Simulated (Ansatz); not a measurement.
# CuF+ (doublet): wave-function methods side by side, def2-TZVPP

An exercise on one series of results from a longer session: the logs are not shown, and one member is left open.

Program: Ansatz 0.2.0, Gaussian basis. Level of theory: def2-TZVPP, core rule «outside noble gas», up to 10 orbitals frozen. These are calculated values, not measurements.

The runs, in order: UHF; ROHF; CCSD(T) on UHF.

2 further runs of the same task are left out: 2 set aside as unsound or not needed.

**What is computed**

The geometry is a PBE0/def2-TZVP stationary point (not a proven minimum) of the parent state, kept for this charge and spin.

2 atoms, charge 1, spin multiplicity 2.

Atoms are counted from 1 here; the program's logs count them from 0.

Bond lengths: Cu1–F2 1.765 Å.

Set-up of the first run:

in.yaml reads:

```yaml
crystal:
  periodic: [false, false, false]
  atoms:
    - {symbol: Cu, position_ang: [0.000000, 0.000000, 0.000000]}
    - {symbol: F, position_ang: [0.000000, 0.000000, 1.764798]}
basis:
  gaussian: {orbitals: def2-TZVPP}
total_charge: 1
magnetization: {spin_polarized: true, initial_magnetization: 1}
hamiltonian: {xc: hf}
output: {orbitals: {seedname: orbitals}}
```

The run is started by

```bash
> ansatz run in.yaml --threads 1 --pin off --events-out ev --progress --plain --max-ram 4096MiB --backend cpu
```

Steps of the session up to this table: UHF; ROHF; CCSD(T) on UHF.

One table of the session follows, with a row left open; its other results are not shown here.

| method | from UCCSD(T) (kcal/mol) |
| --- | --- |
| ROHF | +398.31 |
| UHF | +395.81 |
| UMP2 | ? |
| UCCSD | +12.42 |
| UCCSD(T) | 0 |

Q: Estimate the row for UMP2 from the others.

As computed: from UCCSD(T) (kcal/mol): +1.85. In the column «from UCCSD(T) (kcal/mol)» it lies between UCCSD(T) (0) and UCCSD (+12.42).
